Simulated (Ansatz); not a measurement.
# TaTi: the cost of one run

Method: DFT PBEsol, scalar-relativistic, plane waves, PAW, in Ansatz 0.2.0.

2 further runs of the same task are left out: 2 set aside as unsound or not needed.

## 1. The starting structure

Symmetry: Im-3m, No. 229, cubic system. The conventional cell has a = 3.281 Å, b = 3.281 Å, c = 3.281 Å, α = 90.00°, β = 90.00°, γ = 90.00°. Ta (site symmetry m-3m) has 8 Ta at 2.84 Å as nearest neighbours.

Coordinates:

```
CELL_PARAMETERS angstrom
-1.64026 1.64026 1.64026
1.64026 -1.64026 1.64026
1.64026 1.64026 -1.64026
ATOMIC_POSITIONS crystal
Ta 0.00000 0.00000 0.00000
```

It is the result of an earlier relaxation at this level (volume 17.65 Å³/atom; gap on the mesh: none (metal)).

## 2. The 2/2 superlattice along [001]

m/n counts planes of the exchanged element. Cell and atoms relax; the formation energy counts from both relaxed end members (-9806.5004 eV an atom, and -2473.7925 eV an atom for Ti).

The cell holds 2 Ta, 2 Ti: a = 3.245 Å, b = 3.245 Å, c = 6.491 Å, α = 90.00°, β = 90.00°, γ = 90.00°.

## 3. Relaxing it

input.yaml reads:

```yaml
crystal:
  lattice:
    - [3.2453065138, 0.0, 0.0]
    - [0.0, 3.2453065138, 0.0]
    - [0.0, 0.0, 6.4906130277]
  atoms:
    - { symbol: Ta, position: [0.0, 0.0, 0.0] }
    - { symbol: Ta, position: [0.5, 0.5, 0.25] }
    - { symbol: Ti, position: [0.0, 0.0, 0.5] }
    - { symbol: Ti, position: [0.5, 0.5, 0.75] }
basis:
  ecutwfc: 420
kpoints:
  mp_grid: { grid: [12, 12, 6] }
hamiltonian:
  xc: pbesol
scf:
  occupations: { method: gaussian, width: 0.1 }
output:
  forces: true
  stress: true
  eigenvalues: true
  populations: true
  write_density: true
  write_potential: true
  elf: true
  volumetric_format: npy
relax:
  adjacent_minimum: "off"
  f_tol: 0.01
  max_steps: 45
  cell: { stress_tol: 0.05 }
```

The run is started by

```sh
> ansatz run input.yaml --threads 2 --pin off --max-ram 5120MiB --backend cpu --events-out ev --progress --plain --runs-dir out
```

**Question.** How long does this run take on 2 threads of Intel Xeon 6975P-C (Granite Rapids), shared host, and how much memory does it need?

About 18 s, with a peak of 0.57 GiB.
